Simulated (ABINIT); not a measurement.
# ZrB (Fm-3m) in ABINIT: further runs

The runs below take ZrB through phonons, optical spectrum, elastic constants, with PBE+D2, WC, PBEsol.

Program: ABINIT 10.8.3 (patched build). These are calculated values, not measurements. Logs are shortened: lines on timing, memory, paths and dates and some standing lists are left out, and cuts for length are marked. The log counts tension as positive stress, the text compression.

### Step 1. The crystal as given

Symmetry: Fm-3m, No. 225, cubic system. Conventional cell: a = 4.650 Å, b = 4.650 Å, c = 4.650 Å, α = 90.00°, β = 90.00°, γ = 90.00°. Around Zr (site symmetry m-3m) lie 6 B at 2.33 Å. B (site symmetry m-3m) has 6 Zr at 2.33 Å as nearest neighbours.

### Step 2. Phonons, PBE+D2 (cell relaxed at zero pressure by an earlier run)

File run.abi:

```
# Datasets
ndtset 2

# Pseudopotentials
pp_dirpath "./"
pseudos "Zr.GGA_PBE-JTH.xml, B.GGA_PBE-JTH.xml"

# Structure
acell 3*1.0 Angstrom
rprim
     0.0000000000     2.4304258100     2.4304258100
     2.4304258100     0.0000000000     2.4304258100
     2.4304258100     2.4304258100     0.0000000000
ntypat 2
znucl 40 5
natom 2
typat 1 2
chkprim 0
chksymtnons 0
tolsym 1.0e-6
xred
            0.0            0.0            0.0
            1/2            1/2            1/2

# Plane-wave basis
ecut 462.593566 eV
pawecutdg 34.0
pawxcdev 0
ecutsm 0.5

# k points
ngkpt 6 6 6
nshiftk 4
shiftk
     0.5000000000     0.5000000000     0.5000000000
     0.5000000000     0.0000000000     0.0000000000
     0.0000000000     0.5000000000     0.0000000000
     0.0000000000     0.0000000000     0.5000000000

# Exchange and correlation
ixc 11
vdw_xc 5

# Bands and occupations
nband 16
occopt 3
tsmear 0.05 eV

# SCF cycle
nstep 80

# Output
prteig 0
prtebands 0
prtwf 0
prtden 0
prtpot 0

# Dataset 1: ground state
kptopt1 1
tolvrs1 1.0e-11
prtwf1 1
tolwfr1 1.0e-14
nbdbuf1 4
nline1 6

# Dataset 2: response at q = 0 to atomic displacements
rfphon2 1
rfatpol2 1 2
rfdir2 1 1 1
getwfk2 1
kptopt2 2
nqpt2 1
qpt2 0.0 0.0 0.0
tolvrs2 1.0e-8
```

File mrgddb.in:

```
merged_DDB
ZrB
2
runo_DS1_DDB
runo_DS2_DDB
```

File anaddb.abi:

```
ddb_filepath "merged_DDB"
output_file "anaddb.abo"
outdata_prefix "ana"
asr 2
chneut 0
dipdip 0
dieflag 0
enunit 0
eivec 1
nph1l 1
qph1l 0.0 0.0 0.0 1.0
```

Potentials or basis: JTH PAW PBE v2.0.

The run is started by

```console
$ abinit run.abi > log 2>&1
$ mrgddb < mrgddb.in > mrgddb.log 2>&1
$ anaddb anaddb.abi > anaddb.log 2>&1
```

run.abo:

```text
.Version 10.8.3 of ABINIT
 DATASET    1 : space group Fm -3 m (#225); Bravais cF (face-center cubic)
================================================================================
 Values of the parameters that define the memory need for DATASET  1.
     intxc =       0    ionmov =       0      iscf =      17    lmnmax =      18
     lnmax =       6     mgfft =      27  mpssoang =       3    mqgrid =    3001
     natom =       2  nloc_mem =       2    nspden =       1   nspinor =       1
    nsppol =       1      nsym =      48    n1xccc =       1    ntypat =       2
    occopt =       3   xclevel =       2
       mpw =         658          nfft =       19683          nkpt =          28
 PAW method is used; the additional fine FFT grid is defined by:
   mgfftf=        36    nfftf =     46656
================================================================================
================================================================================

 DATASET    2 : space group Fm -3 m (#225); Bravais cF (face-center cubic)
================================================================================
 Values of the parameters that define the memory need for DATASET  2 (RF).
     intxc =       0      iscf =       7    lmnmax =      18     lnmax =       6
     mgfft =      27  mpssoang =       3    mqgrid =    3001     natom =       2
  nloc_mem =       2    nspden =       1   nspinor =       1    nsppol =       1
      nsym =      48    n1xccc =       1    ntypat =       2    occopt =       3
   xclevel =       2
      nfft =       19683          nkpt =         432
================================================================================
================================================================================

--------------------------------------------------------------------------------
------------- Echo of variables that govern the present computation ------------
--------------------------------------------------------------------------------
 -outvars: echo values of preprocessed input variables --------
            acell      1.8897261259E+00  1.8897261259E+00  1.8897261259E+00 Bohr
              amu      9.12240000E+01  1.08110000E+01
          chkprim           0
      chksymtnons           0
             ecut      1.70000000E+01 Hartree
           ecutsm      5.00000000E-01 Hartree
           getwfk1          0
           getwfk2          1
             iscf1         17
             iscf2          7
              ixc          11
           jdtset        1    2
                       outvar_i_n : Printing only first  50 k-points.
           kptopt1          1
           kptopt2          2
         kptrlatt        6   -6    6     -6    6    6     -6   -6    6
          kptrlen      5.51140698E+01
            natom           2
            nband1         16
            nband2         16
[... 374 lines left out ...]

--------------------------------------------------------------------------------

 dfpt_looppert : total number of electrons, from k and k+q
  fully or partially occupied states are    1.500000E+01 and    1.500000E+01.
 Initialisation of the first-order wave-functions :
  ireadwf=   0

--- !BeginCycle
iteration_state: {dtset: 2, }
solver: {iscf: 7, nstep: 80, nline: 4, wfoptalg: 10, }
tolerances: {tolvrs: 1.00E-08, }
...

     iter   2DEtotal(Ha)        deltaE(Ha) residm    vres2
-ETOT  1   18.570777148561     -6.000E+01 1.304E+00 5.272E+04
 ETOT  2   3.6446107608144     -1.493E+01 3.096E-02 2.713E+03
 ETOT  3   2.8321099422170     -8.125E-01 5.397E-03 1.124E+01
 ETOT  4   2.8296466837865     -2.463E-03 1.798E-05 8.777E-01
 ETOT  5   2.8294466932008     -2.000E-04 3.938E-06 2.859E-03
 ETOT  6   2.8294458637010     -8.295E-07 4.123E-08 3.861E-04
 ETOT  7   2.8294457350228     -1.287E-07 5.759E-10 9.115E-06
 ETOT  8   2.8294457324153     -2.608E-09 3.704E-11 1.359E-07
 ETOT  9   2.8294457324034     -1.189E-11 1.425E-12 3.096E-08
 ETOT 10   2.8294457323961     -7.290E-12 2.854E-14 7.832E-10

 At SCF step   10       vres2   =  7.83E-10 < tolvrs=  1.00E-08 =>converged.
================================================================================

 ----iterations are completed or convergence reached----

 Mean square residual over all n,k,spin=   11.734E-16; max=  28.543E-15

 2DEtotal=    0.2829445732E+01 Ha. Also 2DEtotal=    0.769931406863E+02 eV
    (2DErelax=   -7.5745191865E+01 Ha. 2DEnonrelax=    7.8574637598E+01 Ha)
    (  non-var. 2DEtotal :    2.8294476219E+00 Ha)

================================================================================

 ---- first-order wavefunction calculations are completed ----

 ==> Compute Derivative Database <==

  Dynamical matrix, in cartesian coordinates,
   if specified in the inputs, asr has been imposed
     j1       j2             matrix element
  dir pert dir pert     real part    imaginary part

   1    1   1    1         0.0670709700         0.0000000000
   1    1   1    2        -0.0670709700         0.0000000000

   2    1   2    1         0.0670709700         0.0000000000
   2    1   2    2        -0.0670709700         0.0000000000
[... 10 lines left out ...]
   3    2   3    1        -0.0670708236         0.0000000000
   3    2   3    2         0.0670708236         0.0000000000

  Phonon wavevector (reduced coordinates) :  0.00000  0.00000  0.00000
 Phonon energies in Hartree :
   0.000000E+00  0.000000E+00  0.000000E+00  1.951075E-03  1.951075E-03
   1.951075E-03
 Phonon frequencies in cm-1    :
   0.000000E+00  0.000000E+00  0.000000E+00  4.282114E+02  4.282114E+02
   4.282114E+02

== END DATASET(S) ==============================================================
================================================================================

 -outvars: echo values of variables after computation  --------
            acell      1.8897261259E+00  1.8897261259E+00  1.8897261259E+00 Bohr
           etotal1    -5.0435689362E+01
           etotal2     2.8294457324E+00
            fcart1    -0.0000000000E+00 -0.0000000000E+00 -0.0000000000E+00
                      -0.0000000000E+00 -0.0000000000E+00 -0.0000000000E+00
            fcart2     0.0000000000E+00  0.0000000000E+00  0.0000000000E+00
                       0.0000000000E+00  0.0000000000E+00  0.0000000000E+00
            rprim      0.0000000000E+00  2.4304258100E+00  2.4304258100E+00
                       2.4304258100E+00  0.0000000000E+00  2.4304258100E+00
                       2.4304258100E+00  2.4304258100E+00  0.0000000000E+00
           strten1     2.5934058672E-06  2.5934058672E-06  2.5934058672E-06
                       0.0000000000E+00  0.0000000000E+00  0.0000000000E+00
           strten2     0.0000000000E+00  0.0000000000E+00  0.0000000000E+00
                       0.0000000000E+00  0.0000000000E+00  0.0000000000E+00
           xangst      0.0000000000E+00  0.0000000000E+00  0.0000000000E+00
                       2.4304258100E+00  2.4304258100E+00  2.4304258100E+00
             xred      0.0000000000E+00  0.0000000000E+00  0.0000000000E+00
                       5.0000000000E-01  5.0000000000E-01  5.0000000000E-01
 Calculation completed.
```

anaddb.abo:

```text
.Version 10.8.3 of ANADDB
================================================================================

 -outvars_anaddb: echo values of input variables ----------------------
[... 89 lines left out ...]
 Symmetry characters of vibration mode #   4
       degenerate with vibration modes #   5 to    6
  3.0 -3.0 -1.0  1.0 -1.0  1.0 -1.0  1.0  1.0 -1.0 -1.0  1.0  1.0 -1.0 -1.0  1.0
 -0.0  0.0  0.0 -0.0 -0.0  0.0  0.0 -0.0  1.0 -1.0 -1.0  1.0 -1.0  1.0  1.0 -1.0
 -0.0  0.0 -0.0  0.0  0.0 -0.0  0.0 -0.0  1.0 -1.0  1.0 -1.0 -1.0  1.0 -1.0  1.0

================================================================================

 anaddb : the run completed successfully.
```

Wall time 2.2 min (1 thread of Arm Neoverse V1, shared host); peak memory 0.43 GiB.

Results:

- Free energy: -1372.4250 eV
- Pressure: -0.1 GPa
- Highest phonon frequency at Γ, LO-TO splitting left out: 428 cm⁻¹

Phonon frequencies in cm⁻¹ (negative: imaginary):
| q point | frequencies |
| --- | --- |
| (0.000, 0.000, 0.000) | 0 0 0 428 428 428 |

### Step 3. Optical spectrum, WC

File run.abi:

```
ndtset 3

pp_dirpath "./"
pseudos "Zr.upf, B.upf"

structure "poscar:POSCAR"
natom 2

ecut 49.4

ngkpt 6 6 6
nshiftk 4
shiftk
     0.5000000000     0.5000000000     0.5000000000
     0.5000000000     0.0000000000     0.0000000000
     0.0000000000     0.5000000000     0.0000000000
     0.0000000000     0.0000000000     0.5000000000
istwfk *1

ixc 23

occopt 3
tsmear 0.05 eV

nstep 80

iomode 3
prteig 0
prtebands 0

nband1 12
tolvrs1 1.0e-12
prtden1 1
prtwf1 0
kptopt1 1

iscf2 -3
getden2 1
nband2 20
nbdbuf2 4
tolwfr2 1.0e-12
nstep2 120
prtden2 0
kptopt2 1

optdriver3 8
wfk_task3 "wfk_optics_fullbz"
getwfk3 2
nband3 16
kptopt3 1
prtevk3 1
inclvkb3 2
```

File POSCAR:

```
ZrB
1.0
    0.0000000000      2.3250000000      2.3250000000
    2.3250000000      0.0000000000      2.3250000000
    2.3250000000      2.3250000000      0.0000000000
Zr B
1 1
Direct
    0.0000000000      0.0000000000      0.0000000000  Zr
    0.5000000000      0.5000000000      0.5000000000  B
```

File optic.abi:

```
&FILES
 ddkfile_1 = 'runo_DS3_1_EVK.nc',
 ddkfile_2 = 'runo_DS3_2_EVK.nc',
 ddkfile_3 = 'runo_DS3_3_EVK.nc',
 wfkfile = 'runo_DS3_WFK.nc'
/
&PARAMETERS
 broadening = 0.005512,
 domega = 0.002,
 maxomega = 0.8,
 scissor = 0.000000,
 tolerance = 0.002
/
&COMPUTATIONS
 num_lin_comp = 1,
 lin_comp = 11,
 num_nonlin_comp = 0
/
```

Potentials or basis: PseudoDojo NC SR PBEsol v0.4.1 standard.

The run is started by

```console
$ abinit run.abi > log 2>&1
$ optic optic.abi > optic.log 2>&1
```

run.abo:

```text
.Version 10.8.3 of ABINIT
 DATASET    1 : space group Fm -3 m (#225); Bravais cF (face-center cubic)
================================================================================
 Values of the parameters that define the memory need for DATASET  1.
     intxc =       0    ionmov =       0      iscf =       7    lmnmax =       6
     lnmax =       6     mgfft =      40  mpssoang =       3    mqgrid =    3001
     natom =       2  nloc_mem =       1    nspden =       1   nspinor =       1
    nsppol =       1      nsym =      48    n1xccc =    2501    ntypat =       2
    occopt =       3   xclevel =       2
       mpw =        2826          nfft =       64000          nkpt =          28
================================================================================
================================================================================
[... 13 lines left out ...]
 DATASET    3 : space group Fm -3 m (#225); Bravais cF (face-center cubic)
================================================================================
 Values of the parameters that define the memory need for DATASET  3.
     intxc =       0    ionmov =       0      iscf =       7    lmnmax =       6
     lnmax =       6     mgfft =      40  mpssoang =       3    mqgrid =    3001
     natom =       2  nloc_mem =       1    nspden =       1   nspinor =       1
    nsppol =       1      nsym =      48    n1xccc =    2501    ntypat =       2
    occopt =       3   xclevel =       2
       mpw =        2826          nfft =       64000          nkpt =          28
================================================================================
================================================================================

[... 390 lines left out ...]

 Computation of velocity matrix elements (DDK)

 Parameters extracted from the Abinit header:
    ecut:     49.4
    nkpt:    864
    mband:   20
    nsppol:  1
    nspinor: 1
    useylm:  0
    inclvkb: 2
    bmin: 1, bmax: 20
    Computing diagonal and off-diagonal matrix elements
    Between band index bmin: 1, bmax: 20

== END DATASET(S) ==============================================================
================================================================================

 -outvars: echo values of variables after computation  --------
            acell      1.0000000000E+00  1.0000000000E+00  1.0000000000E+00 Bohr
           etotal1    -5.3601383887E+01
           etotal2    -5.3601383887E+01
           etotal3     0.0000000000E+00
            fcart1    -0.0000000000E+00 -0.0000000000E+00 -0.0000000000E+00
                      -0.0000000000E+00 -0.0000000000E+00 -0.0000000000E+00
            fcart3     0.0000000000E+00  0.0000000000E+00  0.0000000000E+00
                       0.0000000000E+00  0.0000000000E+00  0.0000000000E+00
            rprim      0.0000000000E+00  4.3936132427E+00  4.3936132427E+00
                       4.3936132427E+00  0.0000000000E+00  4.3936132427E+00
                       4.3936132427E+00  4.3936132427E+00  0.0000000000E+00
           strten1    -1.0391660454E-03 -1.0391660454E-03 -1.0391660454E-03
                       0.0000000000E+00  0.0000000000E+00  0.0000000000E+00
           strten3     0.0000000000E+00  0.0000000000E+00  0.0000000000E+00
                       0.0000000000E+00  0.0000000000E+00  0.0000000000E+00
           xangst      0.0000000000E+00  0.0000000000E+00  0.0000000000E+00
                       2.3250000000E+00  2.3250000000E+00  2.3250000000E+00
             xred      0.0000000000E+00  0.0000000000E+00  0.0000000000E+00
                       5.0000000000E-01  5.0000000000E-01  5.0000000000E-01
 Calculation completed.
```

Run time: 62 s. Hardware: 1 thread of Intel Xeon 6975P-C (Granite Rapids), shared host; peak memory 0.87 GiB.

Results:

- Free energy: -1458.5680 eV
- Pressure: 30.6 GPa

Dielectric function (mean over the directions given):
| energy (eV) | real part | imaginary part |
| --- | --- | --- |
| 0.33 | 45.76 | 40.54 |
| 0.76 | 5.85 | 16.74 |
| 1.31 | 11.20 | 14.54 |
| 1.74 | 7.38 | 11.47 |
| 2.29 | 10.23 | 12.28 |
| 2.83 | 6.01 | 7.58 |
| 3.27 | 5.64 | 9.02 |
| 3.81 | 3.47 | 8.92 |
| 4.25 | 6.16 | 6.92 |
| 4.79 | 5.75 | 12.35 |
| 5.33 | 0.30 | 9.98 |
| 5.77 | 2.40 | 7.86 |
| 6.31 | -0.27 | 9.64 |
| 6.75 | -1.21 | 6.85 |
| 7.29 | 0.61 | 6.45 |
| 7.84 | -0.14 | 9.43 |
| 8.27 | -3.81 | 4.07 |
| 8.82 | -0.81 | 4.18 |
| 9.36 | -0.29 | 3.44 |
| 9.80 | -1.14 | 3.38 |
| 10.34 | -0.46 | 3.51 |
| 10.78 | 0.53 | 2.80 |
| 11.32 | -0.51 | 7.86 |
| 11.86 | -2.74 | 4.08 |
| 12.30 | -2.71 | 2.40 |
| 12.84 | -1.46 | 1.48 |
| 13.28 | -1.51 | 1.98 |
| 13.82 | -1.44 | 1.27 |
| 14.37 | -1.09 | 0.74 |
| 14.80 | -0.40 | 0.71 |
| 15.35 | -0.02 | 0.84 |
| 15.89 | -0.14 | 1.47 |
| 16.33 | -0.28 | 1.04 |
| 16.87 | -0.12 | 0.95 |
| 17.31 | -0.18 | 0.81 |
| 17.85 | 0.03 | 0.85 |
| 18.39 | 0.02 | 0.69 |
| 18.83 | -0.03 | 0.84 |
| 19.38 | 0.18 | 0.62 |
| 19.92 | 0.08 | 0.53 |

Caveat: the intraband (Drude) term is left out; a pressure of tens of GPa on the cell as given is suspect, and the run, the potentials or the cell itself is likely at fault; spectra need much finer meshes, so this one isn't converged; independent-particle spectra lack excitons; the potentials were made for another functional, which shifts forces and pressure.

(Part 1 of 2 ends here.)
